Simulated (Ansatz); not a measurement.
# C₃H₁₀AlClO: basis-set convergence

The task here is to estimate one member of a computed series from the others.

Method: one geometry, several basis sets; program: Ansatz 0.2.0, Gaussian basis.

The runs, in order: PBE0-D4/def2-SVP; ωB97M-V/def2-SVP; PBE0-D4/def2-QZVPP; ωB97M-V/def2-QZVPP; the functionals' def2-TZVPP values are taken from earlier runs.

## The geometry

An earlier PBE0-D4 in a triple-zeta def2 set relaxation fixed the geometry.

SMILES `C[OH+][Al-]([CH3])([CH3])[Cl]`, 16 atoms, charge 0, spin multiplicity 1.

Atoms are counted from 1 here; the program's logs count them from 0.

Bond lengths: C1–O2 1.431 Å, C1–H7 1.088 Å, C1–H8 1.091 Å, C1–H9 1.090 Å, O2–Al3 1.986 Å, O2–H10 0.968 Å, Al3–C4 1.959 Å, Al3–C5 1.951 Å, Al3–Cl6 2.174 Å, C4–H11 1.096 Å, C4–H12 1.095 Å, C4–H13 1.095 Å, C5–H14 1.095 Å, C5–H15 1.094 Å, C5–H16 1.095 Å. Angles: O2–C1–H7 106.8°, O2–C1–H8 110.9°, O2–C1–H9 109.4°, H7–C1–H8 109.5°, H7–C1–H9 109.4°, H8–C1–H9 110.7°, C1–O2–Al3 124.6°, C1–O2–H10 111.8°, Al3–O2–H10 104.3°, O2–Al3–C4 103.5°, O2–Al3–C5 104.8°, O2–Al3–Cl6 90.0°, C4–Al3–C5 122.0°, C4–Al3–Cl6 114.2°, C5–Al3–Cl6 115.3°, Al3–C4–H11 112.8°, Al3–C4–H12 112.9°, Al3–C4–H13 110.0° and more.

The first run:

in.yaml reads:

```yaml
crystal:
  periodic: [false, false, false]
  atoms:
    - {symbol: C, position_ang: [1.408990, -1.644027, 0.221536]}
    - {symbol: O, position_ang: [1.007836, -0.433298, 0.870314]}
    - {symbol: Al, position_ang: [-0.267060, 0.884617, 0.108293]}
    - {symbol: C, position_ang: [-0.204003, 0.523571, -1.815842]}
    - {symbol: C, position_ang: [-1.900684, 0.657914, 1.151037]}
    - {symbol: Cl, position_ang: [1.027640, 2.507899, 0.752884]}
    - {symbol: H, position_ang: [0.498860, -2.189037, -0.018144]}
    - {symbol: H, position_ang: [1.957167, -1.429917, -0.696837]}
    - {symbol: H, position_ang: [2.017450, -2.237000, 0.904379]}
    - {symbol: H, position_ang: [1.769329, 0.098939, 1.141055]}
    - {symbol: H, position_ang: [-0.625202, -0.452870, -2.079348]}
    - {symbol: H, position_ang: [0.809873, 0.572944, -2.225171]}
    - {symbol: H, position_ang: [-0.794739, 1.270420, -2.356741]}
    - {symbol: H, position_ang: [-2.361316, -0.321603, 0.983028]}
    - {symbol: H, position_ang: [-1.717997, 0.759342, 2.224539]}
    - {symbol: H, position_ang: [-2.649042, 1.409305, 0.879219]}
basis:
  gaussian: {orbitals: def2-SVP}
hamiltonian: {xc: pbe0, dispersion: d4}
output: {orbitals: {seedname: orbitals}}
```

Launch:

```console
$ ansatz run in.yaml --threads 4 --pin off --events-out ev --progress --plain --max-ram 11315MiB
```

Among the steps run: PBE0-D4 in def2-SVP; ωB97M-V in def2-SVP; PBE0-D4 in def2-QZVPP; ωB97M-V in def2-QZVPP.

One of the session's tables, all rows but one given; the rest of the session is left out.

It belongs to the step «Density functionals: the series». 

| functional | basis | HOMO (eV) | LUMO (eV) |
| --- | --- | --- | --- |
| PBE0-D4 | def2-SVP | ? | ? |
| PBE0-D4 | def2-TZVPP | -7.19 | 0.13 |
| PBE0-D4 | def2-QZVPP | -7.22 | -0.20 |
| ωB97M-V | def2-SVP | -9.29 | 2.27 |
| ωB97M-V | def2-TZVPP | -9.42 | 1.63 |
| ωB97M-V | def2-QZVPP | -9.44 | 0.99 |

**Question.** Estimate the row for PBE0-D4, def2-SVP.

**Answer.** HOMO (eV): -7.08; LUMO (eV): 0.62. In the column «HOMO (eV)» it is the highest.
